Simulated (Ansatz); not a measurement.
# CdS: strong compression

One table from this session's results is given with a row withheld; the runs are named, their logs left out.

Computed with Ansatz 0.2.0 (DFT LDA, with the methods named in each step, unless a step's input says otherwise).

## The starting structure

The structure is cubic, space group F-43m (No. 216). The conventional cell has a = 5.826 Å, b = 5.826 Å, c = 5.826 Å, α = 90.00°, β = 90.00°, γ = 90.00°. Cd (site symmetry -43m) is surrounded by 4 S at 2.52 Å. S (site symmetry -43m) is surrounded by 4 Cd at 2.52 Å.

As a file:

```
CELL_PARAMETERS angstrom
0.00000 2.91313 2.91313
2.91313 0.00000 2.91313
2.91313 2.91313 0.00000
ATOMIC_POSITIONS crystal
Cd 0.00000 0.00000 0.00000
S 0.25000 0.25000 0.25000
```

Whether this phase is the stable one at these pressures isn't tested.

Atoms are numbered in the order of the input: Cd1, S2.

The first run:

Input file input.yaml:

```yaml
crystal:
  lattice:
    - [0.0, 2.9131338647, 2.9131338647]
    - [2.9131338647, 0.0, 2.9131338647]
    - [2.9131338647, 2.9131338647, 0.0]
  atoms:
    - { symbol: Cd, position: [0.0, 0.0, 0.0] }
    - { symbol: S, position: [0.25, 0.25, 0.25] }
kpoints:
  mp_grid: { grid: [11, 11, 11] }
scf:
  occupations: { method: fermi_dirac, width: 0.08 }
hamiltonian:
  xc: lda
  pseudopotentials: { kind: paw }
output:
  forces: true
  stress: true
  write_density: true
  write_potential: true
  elf: true
  volumetric_format: npy
relax:
  f_tol: 0.005
  max_steps: 40
  cell: {}
```

Run with:

```sh
ansatz run input.yaml --threads 1 --pin off --max-ram 2048MiB --backend cpu --events-out ev --progress --plain --runs-dir out
```

Among the steps run: Cell relaxed at zero pressure, PAW; Volume scaled by 1, PAW; Volume scaled by 0.94, PAW; Volume scaled by 0.88, PAW; Volume scaled by 0.8, PAW; Volume scaled by 0.72, PAW; Volume scaled by 0.64, PAW; Volume scaled by 0.55, PAW; Volume scaled by 0.55, PAW (level accurate).

One of the session's tables, all rows but one given; the rest of the session is left out.

| method | volume over the first | volume (Å³/atom) | pressure (GPa) | gap on the k mesh (eV) |
| --- | --- | --- | --- | --- |
| PAW | 1 | 23.849 | -0.01 | 0.95 |
| PAW | 0.94 | 22.418 | 4.84 | 1.07 |
| PAW | 0.88 | 20.987 | 11.65 | 1.19 |
| PAW | 0.8 | ? | ? | ? |
| PAW | 0.72 | 17.171 | 47.39 | 1.48 |
| PAW | 0.64 | 15.263 | 84.16 | 1.55 |
| PAW | 0.55 | 13.117 | 158.68 | 1.52 |
| PAW (level accurate) | 0.55 | 13.117 | 158.85 | 1.52 |

Q: Estimate the row for PAW, 0.8 from the others.

As computed: volume (Å³/atom): 19.079; pressure (GPa): 25.30; gap on the k mesh (eV): 1.35. In the column «volume (Å³/atom)» it lies between PAW, 0.72 (17.171) and PAW, 0.88 (20.987).
